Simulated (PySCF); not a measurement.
**KSn: bond curves at several levels of theory**

Aim: find the lowest electronic state of KSn, scan its bond at several levels of theory, and get bond length, wavenumber and dissociation energy from each curve.

The runs use PySCF 2.14.0; K x2c-SVPall, Sn x2c-SVPall, spin-free X2C with a Gaussian nucleus.

## 1. Set-up

Settings of the job:

```json
{
  "atoms": "K, Sn",
  "charge": "0",
  "basis": "K x2c-SVPall, Sn x2c-SVPall",
  "Hamiltonian": "spin-free X2C with a Gaussian nucleus",
  "basis functions": "60",
  "electrons treated": "69",
  "masses in u": "38.9637, 119.9022",
  "levels": "PBE0, PBE, r²SCAN, MN15, r²SCAN0, B3LYP, LC-ωPBE, HF, MP2, SCS-MP2, CCSD, CCSD(T)",
  "grid": "80 radial by 434 angular points",
  "occupations": "held fixed by the projection of orbital angular momentum",
  "dissociation limit": "K + Sn, each in its ground configuration",
  "starting distance in angstrom": "3.295",
  "values of 2S to try": "1, 3"
}
```

Run with:

```console
> OMP_NUM_THREADS=1 python dia.py task.json out
```

Further steps of the session: PBE0 along the bond; Excited determinants; PBE; r²SCAN; MN15; r²SCAN0 (hybrid meta-GGA); B3LYP (global hybrid GGA); LC-ωPBE (range-separated hybrid); UHF; Adding correlation.

Q: Predict the outcome of this session. Wanted: for each run, Re; ωe; De; μ.

As calculated:

Lowest PBE0 solution found, without spin–orbit coupling: ⁴Σ⁻ (quartet), unpaired electrons σ ↑, π ↑↑. State 2 has its PBE0 minimum 0.49 eV higher, as a spin-mixed determinant (⟨S²⟩ = 1.76), so this is no gap between pure states. State 3 has its PBE0 minimum 0.50 eV higher, as a spin-mixed determinant (⟨S²⟩ = 1.76), so this is no gap between pure states. State 4 has its PBE0 minimum 0.56 eV higher. The other levels ran on the lowest alone.

```
      level  Re (Å)  ωe (cm⁻¹)  De (eV)   μ (D)
        UHF   3.358      135.7     0.98  -11.16
    UHF-MP2   3.315      138.1     1.30     n/a
UHF-SCS-MP2   3.324      137.6     1.17     n/a
   UHF-CCSD   3.325      136.9     1.23     n/a
UHF-CCSD(T)   3.324      136.7     1.25     n/a
        PBE   3.284      130.7     1.31   -8.37
     r²SCAN   3.275      137.9     1.45   -9.72
      B3LYP   3.294      130.6     1.13   -8.60
       PBE0   3.266      137.0     1.33   -9.35
    r²SCAN0   3.262      141.2     1.44  -10.08
       MN15   3.241      139.2     1.56   -9.50
    LC-ωPBE   3.236      145.4     1.40  -10.67
```

De is counted to K + Sn in their ground configurations. A positive dipole means K(−)Sn(+).

Differences from CCSD(T) in the same basis:

```
      level  Re (mÅ)  ωe (%)
        UHF      +33    -0.7
    UHF-MP2       -9    +1.1
UHF-SCS-MP2        0    +0.6
   UHF-CCSD       +1    +0.1
        PBE      -40    -4.4
     r²SCAN      -49    +0.9
      B3LYP      -30    -4.4
       PBE0      -59    +0.3
    r²SCAN0      -62    +3.3
       MN15      -84    +1.9
    LC-ωPBE      -89    +6.4
```

**Reading.** Judged by CCSD(T) in the same basis: best bond length UHF-SCS-MP2 (0 mÅ), worst LC-ωPBE (-89 mÅ); best wavenumber UHF-CCSD (+0.1 %), worst LC-ωPBE (+6.4 %). CCSD(T) in a basis this small is itself some way from its limit, more so than the functionals. Of the levels with a De here, UHF gives the least (0.98 eV) and MN15 the most (1.56 eV).

Correlated steps freeze 23 core orbitals. Spin–orbit coupling is left out, which matters for elements this heavy, above all for dissociation energies.
